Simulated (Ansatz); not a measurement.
This script makes an equation of state with a fit of ScAl2, space group Fd-3m with Ansatz 0.2.0 through its Python package.

`eos_scal2.py`:
```python
"""Energy against volume for ScAl2, with a fit."""

import warnings

import ansatz
import numpy as np

SMEARING = "methfessel_paxton"
FUNCTIONAL = "lda"
SCF_TOL = 1e-07
N_EMPTY = 12
MESH = (5, 5, 5)

VECTORS = np.array([
    [0.0, 3.777653, 3.777653],
    [3.777653, 0.0, 3.777653],
    [3.777653, 3.777653, 0.0],
])
SITES = [
    ("Sc", (0.5, 0.5, 0.5)),
    ("Sc", (0.75, 0.75, 0.75)),
    ("Al", (0.125, 0.125, 0.125)),
    ("Al", (0.625, 0.125, 0.125)),
    ("Al", (0.125, 0.625, 0.125)),
    ("Al", (0.125, 0.125, 0.625)),
]


def on_lattice(cell):
    crystal = ansatz.Crystal(lattice=ansatz.Lattice.of(cell))
    for symbol, position in SITES:
        crystal = crystal.atom(symbol, position)
    return crystal

warnings.simplefilter("ignore", ansatz.DeckWarning)

# uniform scaling of the cell
volumes, energies, pressures = [], [], []
for scale in np.linspace(0.88, 1.12, 7):
    cell = VECTORS * scale ** (1 / 3)
    model = on_lattice(cell).calculation()
    model = model.occupations(SMEARING)
    model = model.functional(FUNCTIONAL).basis(24 * ansatz.Ha, xc_grid=2)
    model = model.scf(tolerance=SCF_TOL, extra_bands=N_EMPTY).kpoints(*MESH)
    model = model.stress()
    r = model.run(threads=1, backend="cpu").report
    volumes.append(abs(np.linalg.det(cell)) / len(SITES))
    energies.append(r["free_energy_ev"] / len(SITES))
    pressures.append(np.trace(r["stress_gpa"]) / 3)
    print(f"V = {volumes[-1]:8.4f} A^3/atom  F = {energies[-1]:.5f} eV/atom  P = {pressures[-1]:8.3f} GPa")

# third-order Birch-Murnaghan: a cubic in V^(-2/3)
x = np.array(volumes) ** (-2 / 3)
poly = np.polynomial.Polynomial.fit(x, energies, 3).convert()
roots = poly.deriv().roots()
x0 = min((r.real for r in roots if abs(r.imag) < 1e-9 and poly.deriv(2)(r.real) > 0), key=lambda r: abs(r - x.mean()))
v0 = x0 ** -1.5
b0 = 4 / 9 * poly.deriv(2)(x0) * v0 ** (-7 / 3) * 160.21766
b1 = 4 + 2 / 3 * x0 * poly.deriv(3)(x0) / poly.deriv(2)(x0)
print(f"V0 = {v0:.4f} A^3/atom, B0 = {b0:.1f} GPa, dB/dP = {b1:.2f}")
```

Its results, one of them left out:

| V (Å³/atom) | F less the lowest row shown (meV/atom) |
| --- | --- |
| 15.813 | 40.92 |
| 16.532 | 9.20 |
| 17.251 | 0.00 |
| 17.970 | 9.03 |
| 18.689 | 32.80 |
| 19.407 | ? |
| 20.126 | 113.71 |

What is the missing energy at 19.407 Å³ an atom?

A third-order Birch-Murnaghan fit, E = E0 + (9 V0 B0 / 16) [(t - 1)³ B' + (t - 1)² (6 - 4t)] with t = (V0/V)^(2/3), through the 6 rows shown gives V0 = 17.228 Å³, B0 = 97.5 GPa, B' = 4.12 and E0 = 0.00 meV. At V = 19.407 Å³, t = 0.92367, and the fit interpolates to 68.44 meV. The run gave 68.47 meV, a miss of 0.03 meV.

Caveats:
- These settings explore the input space; cutoff and mesh may be short of convergence.
- The run is spin-unpolarised.
- Shape and fractional positions are held along the curve, so the bulk modulus is an upper value where they are free to relax.
- The mesh is modest for a metal, so energies can be off by several to tens of meV an atom and pressures by half a GPa or more; differences at equal mesh fare better.
- The program warned that this SCF threshold is loose for forces or stresses.
- Pressure is positive in compression.
- This cell is a computed structure, which may not be the phase found in nature.
- The script silences the warnings on its input, which a real study should read.
- Wall time of the script: 16 s on 1 thread of Arm Neoverse V2 (shared host), peak memory 0.49 GiB.
